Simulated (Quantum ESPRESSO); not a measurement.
Sn3Se: equation of state with PBEsol

The system is Sn3Se.

```
Sn Se
1.0
     0.00000    3.73314    3.73314
     3.73314    0.00000    3.73314
     3.73314    3.73314    0.00000
Sn Se
3 1
Direct
  0.50000 0.50000 0.50000
  0.75000 0.75000 0.75000
  0.25000 0.25000 0.25000
  0.00000 0.00000 0.00000
```

The cell comes from a database or a generator and needn't be the stable form of this composition.

- Program: Quantum ESPRESSO 7.5
- Task: equation of state
- Functional: PBEsol
- Potentials or basis: GBRV 1.5 PBEsol
- Cutoff: 925 eV
- Density cutoff: 7401 eV
- k mesh: 6 × 6 × 6
- Occupations: fermi-dirac, width 0.05 eV
- Spin: no spin polarisation
- Mixing beta: 0.5
- Most SCF iterations: 120
- SCF threshold: 8e-10 Ry

```yaml
Equilibrium_volume: "24.41 Å³/atom (rough: see the caveat)"
Bulk_modulus: 59 GPa (rough)
```

Energy against volume, from the lowest point:
| volume (Å³/atom) | energy (meV/atom) |
| --- | --- |
| 24.452 | 0.00 |
| 24.973 | 2.24 |
| 25.493 | 8.10 |
| 26.013 | 17.07 |
| 26.533 | 28.86 |
| 27.054 | 43.09 |
| 27.574 | 59.48 |

All runs of the series together: 7.9 min on 2 threads of Arm Neoverse V2, with other jobs on the host.

Caveat: the minimum lies outside the volumes run.
